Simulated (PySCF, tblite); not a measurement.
# C4H5F3O2: deprotonation

What do calculations give for the deprotonation of C4H5F3O2 (`O=C(O)CCC(F)(F)F`)?

Computed with tblite 0.8.0 and PySCF 2.14.0 and routines of our own; the level stands in each step. Atoms count from 0.

### Step 1. The starting structure

14 atoms, charge 0, multiplicity 1; geometry from: start built from the parent or by distance geometry.

### Step 2. Relaxing the molecule with GFN2-xTB

Job settings and geometry (Å):

```
{"job": {"kind": "relax", "xc": "GFN2-xTB", "basis": "xTB"}, "charge": 0, "multiplicity": 1}
O     -2.128600     0.092800    -1.177700
C     -1.799400    -0.095600    -0.048200
O     -2.671300    -0.356700     0.948200
C     -0.384100    -0.106500     0.477100
C      0.616500     0.154400    -0.605700
C      2.021800     0.139800    -0.101500
F      2.341400    -1.053100     0.431000
F      2.926300     0.398400    -1.079100
F      2.219800     1.073000     0.859900
H     -3.565900    -0.315400     0.495000
H     -0.197800    -1.110500     0.929600
H     -0.305700     0.635300     1.279000
H      0.401100     1.135800    -1.056800
H      0.524600    -0.592700    -1.420100
```

On the command line:

```bash
OMP_NUM_THREADS=1 python redox_run.py task.json out
```

One launch serves the whole session: the jobs run in the order shown.

Standard output:

```text
step      E/eV     max force
  0    -910.72168    1.799
  1    -910.79588    1.120
  2    -910.80540    0.725
  3    -910.81345    0.284
  4    -910.81844    0.208
  5    -910.82281    0.260
  6    -910.82472    0.173
  7    -910.82605    0.071
  8    -910.82660    0.061
  9    -910.82688    0.047
 10    -910.82704    0.028
 11    -910.82714    0.025
 12    -910.82723    0.030
 13    -910.82732    0.028
 14    -910.82742    0.023
 15    -910.82753    0.025
 16    -910.82760    0.022
 17    -910.82766    0.015
 18    -910.82769    0.014
 19    -910.82771    0.011
 20    -910.82772    0.011
 21    -910.82773    0.012
 22    -910.82775    0.012
 23    -910.82776    0.009
```

Wall time 0.98 s (1 thread of AMD EPYC 7B13, shared host).

Step by step:

```
step  energy from step 0 (eV)  largest force (eV/Å)
   0                   0.0000                1.7994
   1                  -0.0742                1.1204
   2                  -0.0837                0.7249
   3                  -0.0918                0.2841
   4                  -0.0968                0.2078
   5                  -0.1011                0.2599
   6                  -0.1030                0.1734
   7                  -0.1044                0.0713
   8                  -0.1049                0.0606
   9                  -0.1052                0.0470
  10                  -0.1054                0.0277
  11                  -0.1055                0.0255
  12                  -0.1055                0.0297
  13                  -0.1056                0.0276
  14                  -0.1057                0.0229
  15                  -0.1059                0.0249
  16                  -0.1059                0.0225
  17                  -0.1060                0.0150
  18                  -0.1060                0.0136
  19                  -0.1060                0.0110
  20                  -0.1060                0.0114
  21                  -0.1060                0.0120
  22                  -0.1061                0.0115
  23                  -0.1061                0.0090
```

Distances of close pairs at the start and the end, largest changes first:

| bond | before (Å) | after (Å) | change (Å) |
| --- | --- | --- | --- |
| O2–H9 | 1.004 | 0.971 | -0.033 |
| C3–C4 | 1.497 | 1.526 | +0.029 |
| C3–H10 | 1.117 | 1.092 | -0.024 |
| C4–C5 | 1.493 | 1.514 | +0.021 |
| C4–H13 | 1.109 | 1.091 | -0.018 |
| C5–F7 | 1.357 | 1.340 | -0.017 |
| C1–O2 | 1.350 | 1.335 | -0.015 |
| C5–F8 | 1.354 | 1.342 | -0.012 |

The final coordinates are the input of the step that follows.

### Step 3. Infrared spectrum with GFN2-xTB

Job settings and geometry (Å):

```
{"job": {"kind": "ir", "xc": "GFN2-xTB", "basis": "xTB"}, "charge": 0, "multiplicity": 1}
O     -2.116979     0.100956    -1.192174
C     -1.806632    -0.103393    -0.052211
O     -2.692811    -0.346281     0.915849
C     -0.391759    -0.121319     0.482010
C      0.613273     0.163283    -0.630685
C      2.031628     0.144263    -0.102235
F      2.363098    -1.040699     0.434245
F      2.931083     0.392812    -1.063883
F      2.233549     1.061355     0.857067
H     -3.597744    -0.333408     0.565220
H     -0.210805    -1.099917     0.932685
H     -0.318023     0.624737     1.276580
H      0.427974     1.143538    -1.072767
H      0.532793    -0.586875    -1.418924
```

Standard output:

```text
mode    cm-1     km/mol
  1      20.6      3.82
  2      54.8      1.05
  3      92.1      0.02
  4     111.5      4.30
  5     204.7      0.17
  6     316.1      1.69
  7     326.0      0.25
  8     436.7     19.87
  9     473.6     11.27
 10     517.7     18.95
 11     521.9     16.15
 12     565.0     75.67
 13     627.2      9.65
 14     655.2    172.27
 15     789.8     14.40
 16     828.1     10.68
 17     909.0     15.21
 18     949.9    145.85
 19    1054.5     43.00
 20    1066.8    318.11
 21    1098.5     48.78
 22    1133.0    164.96
 23    1151.4    157.26
 24    1187.0    174.33
 25    1211.4      3.18
 26    1231.2     11.36
 27    1270.7    284.76
 28    1346.7      6.80
 29    1430.5     30.94
 30    1443.8      7.45
 31    1804.7    474.63
 32    2977.3      1.12
 33    2991.0      3.56
 34    3008.9      3.12
 35    3015.2      3.17
 36    3444.0     40.82
ZPE 240.848  H(298)-E 267.525  G(298)-E 149.652 kJ/mol  S 395.35 J/(mol K)
```

It took 0.57 s on 1 thread of AMD EPYC 7B13, shared host.

The strongest bands and the atoms that carry them (share of the mass-weighted mode):

```
cm⁻¹  km/mol                                  atoms
 655   172.3              H9 64 %, O2 12 %, C1 11 %
 950   145.8   C5 16 %, H12 13 %, H13 13 %, C4 11 %
1067   318.1                       C5 66 %, F7 20 %
1133   165.0              O2 32 %, H9 25 %, C1 16 %
1151   157.3  C5 34 %, H10 13 %, H11 13 %, H13 12 %
1187   174.3                                C5 65 %
1271   284.8   C1 22 %, C4 16 %, H12 13 %, H13 13 %
1805   474.6                       C1 63 %, O0 35 %
```

### Step 4. Optimising the geometry at PBE0-D3(BJ)/ma-def2-SVP

Settings changed since step 3:

```diff
@@ -1,2 +1,2 @@
-{"job": {"kind": "ir", "xc": "GFN2-xTB", "basis": "xTB"}, "charge": 0, "multiplicity": 1}
+{"job": {"xc": "PBE0", "basis": "ma-def2-SVP", "d3": "d3bj", "grid": 1, "kind": "geom"}, "charge": 0, "multiplicity": 1}
 O     -2.116979     0.100956    -1.192174
```

Standard output:

```text
step   0  E = -604.41744956  max force = 0.015419
step   1  E = -604.41832130  max force = 0.003454
step   2  E = -604.41837997  max force = 0.001213
step   3  E = -604.41841558  max force = 0.001463
step   4  E = -604.41842155  max force = 0.000367
optimisation converged
```

Wall time 76 s (1 thread of AMD EPYC 7B13, shared host); peak memory 0.75 GiB.

Along the way:

```
step  energy from step 0 (eV)  largest force component (eV/Å)
   0                   0.0000                          0.7929
   1                  -0.0237                          0.1776
   2                  -0.0253                          0.0624
   3                  -0.0263                          0.0752
   4                  -0.0264                          0.0189
```

Close pairs (by a distance rule), those that changed most:

| bond | before (Å) | after (Å) | change (Å) |
| --- | --- | --- | --- |
| C3–H11 | 1.092 | 1.102 | +0.010 |
| C3–C4 | 1.526 | 1.517 | -0.009 |
| C3–H10 | 1.092 | 1.101 | +0.009 |
| C4–H13 | 1.091 | 1.099 | +0.008 |
| C1–C3 | 1.512 | 1.504 | -0.008 |
| C4–H12 | 1.091 | 1.099 | +0.008 |
| C4–C5 | 1.514 | 1.506 | -0.007 |
| O0–C1 | 1.199 | 1.204 | +0.005 |

The end geometry stands in the next job.

| at the end point | value |
| --- | --- |
| point group (found at 0.08 Å tolerance) | C1 |
| rotational constants (GHz, main isotopes) | 3.669, 0.746, 0.701 |
| dipole moment (D) | 2.36 |

### Step 5. Single point (C4H5F3O2): wB97X-D3(BJ)/ma-def2-TZVP

Geometry: PBE0-D3(BJ)/ma-def2-SVP.

Job settings and geometry (Å):

```
{"job": {"kind": "sp", "xc": "wB97X", "basis": "ma-def2-TZVP", "d3": "d3bj", "grid": 2}, "charge": 0, "multiplicity": 1}
O     -2.039903     0.115775    -1.323286
C     -1.796342    -0.143059    -0.173264
O     -2.741928    -0.479053     0.712160
C     -0.427696    -0.130263     0.450797
C      0.657344     0.168632    -0.566003
C      2.033138     0.206779     0.045941
F      2.356916    -0.958990     0.628193
F      2.967484     0.462795    -0.876656
F      2.135196     1.155210     0.990285
H     -3.593947    -0.462446     0.250714
H     -0.267279    -1.102088     0.943346
H     -0.435806     0.615469     1.262150
H      0.482944     1.138478    -1.053005
H      0.669643    -0.589233    -1.362350
```

Standard output:

```text
coarse grid: 12880 points
cycle   1  E = -605.5048210862  dE =  1.865e+00  |g| = 1.341e+00  |ddm| = 2.821e+00
cycle   2  E = -605.4257212065  dE =  7.910e-02  |g| = 1.625e+00  |ddm| = 1.928e+00
cycle   3  E = -605.8272201880  dE = -4.015e-01  |g| = 1.468e-01  |ddm| = 1.093e+00
cycle   4  E = -605.8301032086  dE = -2.883e-03  |g| = 8.040e-02  |ddm| = 1.440e-01
cycle   5  E = -605.8311926651  dE = -1.089e-03  |g| = 1.399e-02  |ddm| = 7.428e-02
cycle   6  E = -605.8312358481  dE = -4.318e-05  |g| = 4.096e-03  |ddm| = 2.128e-02
cycle   7  E = -605.8312409776  dE = -5.130e-06  |g| = 1.054e-03  |ddm| = 8.208e-03
final grid: 128920 points
cycle   8  E = -605.8332471159  dE = -1.004e-04  |g| = 8.102e-03  |ddm| = 7.110e-02
cycle   9  E = -605.8332473916  dE = -2.757e-07  |g| = 7.830e-03  |ddm| = 9.539e-03
cycle  10  E = -605.8332556464  dE = -8.255e-06  |g| = 9.327e-04  |ddm| = 4.346e-03
cycle  11  E = -605.8332557742  dE = -1.278e-07  |g| = 4.646e-04  |ddm| = 8.249e-04
cycle  12  E = -605.8332558091  dE = -3.487e-08  |g| = 1.108e-04  |ddm| = 4.453e-04
cycle  13  E = -605.8332558118  dE = -2.766e-09  |g| = 2.803e-05  |ddm| = 1.049e-04
converged SCF energy = -605.8332558118
```

It took 40 s on 1 thread of AMD EPYC 7B13, shared host; peak memory 1.5 GiB.

### Step 6. Geometry optimisation with GFN2-xTB

This step treats C4H4F3O2−, `O=C([O-])CCC(F)(F)F`.

Job settings and geometry (Å):

```
{"job": {"kind": "relax", "xc": "GFN2-xTB", "basis": "xTB"}, "charge": -1, "multiplicity": 1}
O     -2.023700     0.109700    -1.328600
C     -1.807100    -0.134400    -0.196300
O     -2.724500    -0.486700     0.715400
C     -0.430200    -0.115600     0.430200
C      0.654100     0.164800    -0.554700
C      2.022100     0.205100     0.037200
F      2.357300    -0.953200     0.617200
F      2.978900     0.471800    -0.871600
F      2.144200     1.148400     0.989100
H     -0.276600    -1.104800     0.948600
H     -0.442700     0.611500     1.255300
H      0.474500     1.131800    -1.053100
H      0.658500    -0.586900    -1.345800
```

Standard output:

```text
step      E/eV     max force
  0    -902.91441    7.986
  1    -903.04570    7.588
  2    -903.38039    1.578
  3    -903.40990    0.975
  4    -903.42244    0.505
  5    -903.43407    0.422
  6    -903.44209    0.380
  7    -903.44607    0.188
  8    -903.44782    0.117
  9    -903.44851    0.104
 10    -903.44901    0.103
 11    -903.44946    0.079
 12    -903.44993    0.078
 13    -903.45035    0.092
 14    -903.45077    0.089
 15    -903.45128    0.090
 16    -903.45196    0.127
 17    -903.45273    0.123
 18    -903.45340    0.070
 19    -903.45387    0.048
 20    -903.45417    0.058
 21    -903.45435    0.054
 22    -903.45445    0.026
 23    -903.45452    0.024
 24    -903.45460    0.032
 25    -903.45470    0.049
 26    -903.45483    0.046
 27    -903.45493    0.025
 28    -903.45500    0.019
 29    -903.45504    0.017
 30    -903.45505    0.011
 31    -903.45507    0.009
```

Wall time 0.23 s (1 thread of AMD EPYC 7B13, shared host).

Relaxation path:

```
step  energy from step 0 (eV)  largest force (eV/Å)
   0                   0.0000                7.9864
   1                  -0.1313                7.5877
   2                  -0.4660                1.5780
   3                  -0.4955                0.9751
   4                  -0.5080                0.5049
   5                  -0.5197                0.4225
   6                  -0.5277                0.3800
   7                  -0.5317                0.1884
   8                  -0.5334                0.1169
   9                  -0.5341                0.1043
  10                  -0.5346                0.1026
  11                  -0.5351                0.0789
  12                  -0.5355                0.0780
  13                  -0.5359                0.0916
  14                  -0.5364                0.0891
  15                  -0.5369                0.0902
  16                  -0.5376                0.1274
  17                  -0.5383                0.1234
  18                  -0.5390                0.0704
  19                  -0.5395                0.0478
  20                  -0.5398                0.0578
  21                  -0.5399                0.0543
  22                  -0.5400                0.0261
  23                  -0.5401                0.0240
  24                  -0.5402                0.0317
  25                  -0.5403                0.0492
  26                  -0.5404                0.0459
  27                  -0.5405                0.0254
  28                  -0.5406                0.0194
  29                  -0.5406                0.0165
  30                  -0.5406                0.0114
  31                  -0.5407                0.0093
```

Close pairs (by a distance rule), those that changed most:

```csv
bond,before (Å),after (Å),change (Å)
C1–O2,1.340,1.231,-0.109
C1–C3,1.513,1.614,+0.101
O0–C1,1.178,1.233,+0.055
C3–H9,1.127,1.091,-0.036
C3–C4,1.491,1.521,+0.030
C5–F7,1.346,1.361,+0.015
C4–C5,1.491,1.503,+0.012
C4–H11,1.103,1.091,-0.011
```

The final coordinates are the input of the step that follows.

### Step 7. Harmonic vibrations with GFN2-xTB

Job settings and geometry (Å):

```
{"job": {"kind": "ir", "xc": "GFN2-xTB", "basis": "xTB"}, "charge": -1, "multiplicity": 1}
O     -1.933862     0.132660    -1.363544
C     -1.892561    -0.158553    -0.165774
O     -2.793125    -0.464769     0.616142
C     -0.422009    -0.138704     0.499760
C      0.639176     0.160961    -0.547939
C      2.025974     0.211293     0.029411
F      2.420628    -0.943404     0.602563
F      2.981783     0.478586    -0.902426
F      2.192537     1.159400     0.972625
H     -0.252482    -1.111675     0.963950
H     -0.421576     0.621298     1.283517
H      0.423656     1.120396    -1.021486
H      0.616794    -0.606064    -1.323946
```

Standard output:

```text
mode    cm-1     km/mol
  1     -27.8      2.94
  2      55.9      8.21
  3      84.8      0.90
  4     112.6      7.13
  5     197.1      1.52
  6     318.4      0.99
  7     320.3      3.76
  8     451.3      6.51
  9     472.5      8.33
 10     525.3      5.77
 11     569.8     45.79
 12     576.6     13.34
 13     652.1      7.31
 14     789.0     10.65
 15     793.9    136.80
 16     821.9    132.49
 17     924.8    162.22
 18     989.3    326.59
 19    1005.9     60.44
 20    1094.2      7.36
 21    1141.4    151.32
 22    1188.6    222.25
 23    1199.0     49.57
 24    1240.5      0.16
 25    1276.1     28.89
 26    1315.0    313.24
 27    1448.2      7.00
 28    1475.2      2.96
 29    1818.9    691.49
 30    2974.1     48.99
 31    2986.4     35.74
 32    2996.4     33.32
 33    3006.0     18.05
ZPE 208.444  H(298)-E 234.703  G(298)-E 117.719 kJ/mol  S 392.37 J/(mol K)
```

It took 0.58 s on 1 thread of AMD EPYC 7B13, shared host.

Which atoms move in the most intense modes:

```csv
cm⁻¹,km/mol,atoms
794,136.8,"C1 32 %, C3 18 %, O0 12 %, O2 10 %"
822,132.5,"C4 26 %, F6 18 %, F8 17 %"
925,162.2,"C1 14 %, C5 12 %, H11 10 %, C4 10 %"
989,326.6,"C5 72 %, F7 19 %"
1141,151.3,"C5 37 %, H11 17 %, H12 15 %, C4 11 %"
1189,222.2,C5 70 %
1315,313.2,"O2 28 %, C1 27 %, O0 26 %"
1819,691.5,"C1 70 %, O2 15 %, O0 14 %"
```

### Step 8. Relaxing the molecule at PBE0-D3(BJ)/ma-def2-SVP

This step treats C4H4F3O2−, `O=C([O-])CCC(F)(F)F`.

Settings changed since step 7:

```diff
@@ -1,2 +1,2 @@
-{"job": {"kind": "ir", "xc": "GFN2-xTB", "basis": "xTB"}, "charge": -1, "multiplicity": 1}
+{"job": {"xc": "PBE0", "basis": "ma-def2-SVP", "d3": "d3bj", "grid": 1, "kind": "geom"}, "charge": -1, "multiplicity": 1}
 O     -1.933862     0.132660    -1.363544
```

Standard output:

```text
step   0  E = -603.87000830  max force = 0.025294
step   1  E = -603.87197930  max force = 0.010101
step   2  E = -603.87211476  max force = 0.004112
step   3  E = -603.87200827  max force = 0.005298
step   4  E = -603.87217449  max force = 0.000412
step   5  E = -603.87218454  max force = 0.000734
step   6  E = -603.87218607  max force = 0.000883
step   7  E = -603.87219482  max force = 0.000284
optimisation converged
```

Run time: 2.1 min. Hardware: 1 thread of AMD EPYC 7B13, shared host; peak memory 0.72 GiB.

Relaxation path: (the energy doesn't fall at every step)

```
step  energy from step 0 (eV)  largest force component (eV/Å)
   0                   0.0000                          1.3007
   1                  -0.0536                          0.5194
   2                  -0.0573                          0.2114
   3                  -0.0544                          0.2724
   4                  -0.0589                          0.0212
   5                  -0.0592                          0.0377
   6                  -0.0593                          0.0454
   7                  -0.0595                          0.0146
```

Close pairs (by a distance rule), those that changed most:

```csv
bond,before (Å),after (Å),change (Å)
C1–C3,1.614,1.564,-0.051
O0–C1,1.233,1.250,+0.016
C1–O2,1.231,1.246,+0.014
C3–H10,1.092,1.103,+0.011
C3–H9,1.091,1.101,+0.010
C4–H12,1.091,1.101,+0.009
C4–H11,1.091,1.100,+0.009
C4–C5,1.503,1.496,-0.007
```

The next job starts from the end point, and lists it.

```csv
at the end point,value
point group (found at 0.08 Å tolerance),C1
"rotational constants (GHz, main isotopes)","3.667, 0.756, 0.710"
```

### Step 9. Single point (C4H4F3O2−, O=C([O-])CCC(F)(F)F): wB97X-D3(BJ)/ma-def2-TZVP

Geometry: PBE0-D3(BJ)/ma-def2-SVP.

Job settings and geometry (Å):

```
{"job": {"kind": "sp", "xc": "wB97X", "basis": "ma-def2-TZVP", "d3": "d3bj", "grid": 2}, "charge": -1, "multiplicity": 1}
O     -1.906411     0.411669    -1.364219
C     -1.877384     0.002617    -0.183806
O     -2.816930    -0.312934     0.570965
C     -0.459057    -0.123198     0.462442
C      0.666088     0.095607    -0.532905
C      2.039932     0.121924     0.059707
F      2.373244    -1.027980     0.682957
F      2.996928     0.321191    -0.878845
F      2.208631     1.102854     0.969665
H     -0.385033    -1.112503     0.940501
H     -0.406029     0.619069     1.276107
H      0.507062     1.044033    -1.067185
H      0.658922    -0.688433    -1.305166
```

Standard output:

```text
coarse grid: 12256 points
cycle   1  E = -604.8796152084  dE =  1.646e+00  |g| = 1.471e+00  |ddm| = 2.740e+00
cycle   2  E = -604.7734791153  dE =  1.061e-01  |g| = 1.795e+00  |ddm| = 2.981e+00
cycle   3  E = -605.2766954111  dE = -5.032e-01  |g| = 8.162e-02  |ddm| = 1.894e+00
cycle   4  E = -605.2779003663  dE = -1.205e-03  |g| = 5.070e-02  |ddm| = 1.499e-01
cycle   5  E = -605.2784206303  dE = -5.203e-04  |g| = 1.186e-02  |ddm| = 7.029e-02
cycle   6  E = -605.2784482634  dE = -2.763e-05  |g| = 5.311e-03  |ddm| = 2.029e-02
cycle   7  E = -605.2784539712  dE = -5.708e-06  |g| = 1.456e-03  |ddm| = 9.205e-03
final grid: 123552 points
cycle   8  E = -605.2822665685  dE = -9.331e-05  |g| = 8.537e-03  |ddm| = 7.328e-02
cycle   9  E = -605.2822661045  dE =  4.640e-07  |g| = 8.495e-03  |ddm| = 1.558e-02
cycle  10  E = -605.2822760667  dE = -9.962e-06  |g| = 8.757e-04  |ddm| = 5.632e-03
cycle  11  E = -605.2822761757  dE = -1.090e-07  |g| = 4.255e-04  |ddm| = 1.423e-03
cycle  12  E = -605.2822762040  dE = -2.831e-08  |g| = 1.315e-04  |ddm| = 5.122e-04
cycle  13  E = -605.2822762072  dE = -3.244e-09  |g| = 2.803e-05  |ddm| = 2.165e-04
converged SCF energy = -605.2822762072
```

Wall time 39 s (1 thread of AMD EPYC 7B13, shared host); peak memory 1.4 GiB.

[end of part 1 of 2]
